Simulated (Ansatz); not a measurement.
# BeMgH2 (triplet): from Hartree-Fock to the top rungs at scale of all distances = 1.301, 6-31G

How much of the correlation energy of BeMgH2 (triplet) does each wave-function method recover here?

Computed with Ansatz 0.2.0, Gaussian basis. Level: 6-31G, core rule «outside noble gas», up to 6 orbitals frozen.

Plan: UHF; CCSD(T) on ROHF; CCSD(T) on UHF; BCCD(T) on ROHF; CISD; CCSDT(Q) on ROHF; CCSDT(Q) on UHF; CISDTQ; CCSDTQ on ROHF; CCSDTQ on UHF; CASSCF and MRCISD+Q, 4 electrons in 4 orbitals; CASSCF and NEVPT2, 4 electrons in 4 orbitals; CASSCF and MRCISD+Q, 6 electrons in 10 orbitals; CASSCF and NEVPT2, 6 electrons in 10 orbitals; Full CI.

12 further runs of the same task are left out: 10 that didn't finish, 2 set aside as unsound or not needed.

## Step 1: The system

The geometry derives from a PBE0/def2-TZVP stationary point (not a proven minimum). All distances are scaled together.

4 atoms, charge 0, spin multiplicity 3.

Atoms are counted from 1 here; the program's logs count them from 0.

No contacts short enough for the rule that draws bonds.

As a file:

```xyz
4

Be    0.0000   -0.0833    2.4904
Mg    0.0000   -0.0478   -0.8546
H     0.0000    1.3648    1.3423
H     0.0000    0.5332   -3.0015
```

## Step 2: UHF

The input, in.yaml:

```yaml
crystal:
  periodic: [false, false, false]
  atoms:
    - {symbol: Be, position_ang: [0.000000, -0.083282, 2.490362]}
    - {symbol: Mg, position_ang: [0.000000, -0.047834, -0.854609]}
    - {symbol: H, position_ang: [0.000000, 1.364843, 1.342308]}
    - {symbol: H, position_ang: [0.000000, 0.533235, -3.001468]}
basis:
  gaussian: {orbitals: 6-31G}
magnetization: {spin_polarized: true, initial_magnetization: 2}
hamiltonian: {xc: hf}
output: {orbitals: {seedname: orbitals}}
```

Run with:

```console
ansatz run in.yaml --threads 1 --pin off --events-out ev --progress --plain --max-ram 2393MiB
```

The runs that follow: CCSD(T) on ROHF; CCSD(T) on UHF; BCCD(T) on ROHF; CISD; CCSDT(Q) on ROHF; CCSDT(Q) on UHF; CISDTQ; CCSDTQ on ROHF; CCSDTQ on UHF; CASSCF and MRCISD+Q, 4 electrons in 4 orbitals; CASSCF and NEVPT2, 4 electrons in 4 orbitals; CASSCF and MRCISD+Q, 6 electrons in 10 orbitals; CASSCF and NEVPT2, 6 electrons in 10 orbitals; Full CI.

Before running them: what should the planned runs give, taken together? Wanted: FCI below the RHF energy; RMP2 from FCI; UMP2 from FCI; RCCSD from FCI; RCCSD(T) from FCI; UCCSD(T) from FCI; RCCSDT(Q) from FCI; UCCSDT(Q) from FCI; NEVPT2 pair from FCI.

The runs gave:

| quantity | value |
| --- | --- |
| FCI below the RHF energy | -1.9076 eV |
| RMP2 from FCI | +19.47 kcal/mol |
| UMP2 from FCI | +18.56 kcal/mol |
| RCCSD from FCI | +2.23 kcal/mol |
| RCCSD(T) from FCI | +0.95 kcal/mol |
| UCCSD(T) from FCI | +0.75 kcal/mol |
| RCCSDT(Q) from FCI | +0.03 kcal/mol |
| UCCSDT(Q) from FCI | +0.02 kcal/mol |
| NEVPT2 pair from FCI | +13.64 kcal/mol |
| MRCISD+Q pair from FCI | +0.72 kcal/mol |
| NEVPT2 valence from FCI | +1.69 kcal/mol |
| levels within 1 kcal/mol (43 meV) | RCCSD(T), UCCSD(T), BCCD(T), RCCSDT, UCCSDT, CISDTQ, RCCSDT(Q), UCCSDT(Q), RCCSDTQ, UCCSDTQ, MRCISD+Q pair, MRCISD valence, MRCISD+Q valence |
| T1 diagnostic | 0.061 |
| effectively unpaired electrons | 2.10 |

**Reading.** RCCSD(T) misses by +0.95 kcal/mol, 2.2 % of the correlation energy. The occupations are near whole numbers, but T1 = 0.061 shows that the orbitals relax strongly. Of the multireference levels listed MRCISD+Q valence comes nearest in total energy (+0.10 kcal/mol), which doesn't show that its space is the better one. These misses are within one basis, not against nature; the frozen cores of restricted and unrestricted runs differ, which can shift their rows.
